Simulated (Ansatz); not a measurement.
Consider a ranking of polymorphs by energy of 2 structures of ZrIn (Ansatz's Python interface).

`zrin.py`:
```python
"""Which structure of ZrIn is lowest in energy, after relaxing cells and atoms."""

import warnings

import ansatz as az
import numpy as np
import spglib
from tabulate import tabulate

CUTOFF = 510
XC = "LDA"
K_SPACING = 0.14
OCCUPATIONS = "fermi_dirac"
WIDTH_EV = 0.05

PHASES = {
    "R-3m": (
        [(1.61830007, 0.93432598, 5.12158261), (-1.61830007, 0.93432598, 5.12158261), (0.0, -1.86865196, 5.12158261)],
        [
            ("Zr", (0.5, 0.5, 0.5)),
            ("In", (0.0, 0.0, 0.0)),
        ],
    ),
    "P4/mmm": (
        [(3.14064916, 0.0, 0.0), (0.0, 3.14064916, 0.0), (0.0, 0.0, 4.45410072)],
        [
            ("Zr", (0.0, 0.0, 0.0)),
            ("In", (0.5, 0.5, 0.5)),
        ],
    ),
}


def build(vectors, sites):
    crystal = az.Crystal(lattice=az.Lattice.of(vectors))
    for symbol, position in sites:
        crystal = crystal.atom(symbol, position)
    return crystal


def run_phase(name, crystal):
    calc = crystal.calculation()
    calc = calc.basis(CUTOFF)
    calc = calc.functional(XC).kpoints(spacing=K_SPACING)
    calc = calc.occupations(OCCUPATIONS, width=WIDTH_EV)
    calc = calc.stress()
    calc = calc.band_table()
    calc = calc.relax(force_tolerance=0.03, max_steps=60, cell=True)
    return calc.run()


def pressure_gpa(outcome):
    return float(np.trace(outcome.report["stress_gpa"]) / 3)


def volume_per_atom(outcome):
    return abs(np.linalg.det(outcome.lattice.cell_ang)) / len(outcome.lattice.sites)


def space_group(outcome):
    sites = outcome.report["lattice"]["sites"]
    kinds = sorted({site["symbol"] for site in sites})
    cell = (outcome.lattice.cell_ang, [site["position_frac"] for site in sites], [kinds.index(site["symbol"]) for site in sites])
    return spglib.get_spacegroup(cell, symprec=0.01)


def main() -> None:
    warnings.simplefilter("ignore")

    phases = {name: build(*cell) for name, cell in PHASES.items()}

    done = {}
    for name, crystal in phases.items():
        try:
            done[name] = run_phase(name, crystal)
        except az.NonConvergedError as error:
            print(name, "did not converge:", str(error)[:120])

    energy = {name: o.report["energy_sigma0_ev"] / len(o.lattice.sites) for name, o in done.items()}
    lowest = min(energy.values())
    rows = [(name, len(o.lattice.sites), 1000 * (energy[name] - lowest), pressure_gpa(o), volume_per_atom(o), space_group(o)) for name, o in done.items()]
    rows.sort(key=lambda row: row[2])
    print(tabulate(rows, headers=["phase", "atoms", "dE (meV/atom)", "P (GPa)", "V (A^3/atom)", "space group"], floatfmt=".4f", tablefmt="plain"))
    print("lowest in energy:", rows[0][0])


if __name__ == "__main__":
    main()
```

Which of these structures comes out lowest, and how far apart are they?

By space group at the end of each run: P4/mmm (+0 meV an atom, 20.6 Å³) and R-3m (+182 meV an atom, 21.4 Å³).

What the script printed:

```console
$ python zrin.py
phase      atoms    dE (meV/atom)    P (GPa)    V (A^3/atom)  space group
P4/mmm         2           0.0000     0.0078         20.6436  P4/mmm (123)
R-3m           2         182.4718    -0.0155         21.4488  R-3m (166)
lowest in energy: P4/mmm
```

Reading the output:
- Pressure is positive in compression.
- The cells come from databases of deposited and of computed structures, and not all need be stable phases.
- The ranking holds among these structures alone, at zero temperature; the ground state may be another structure. Differences under 10 to 15 meV an atom lie within the error of mesh and functional.
- The whole script took 4.2 min on 1 thread of Arm Neoverse V1, with other jobs on the host, peak memory 0.8 GiB.
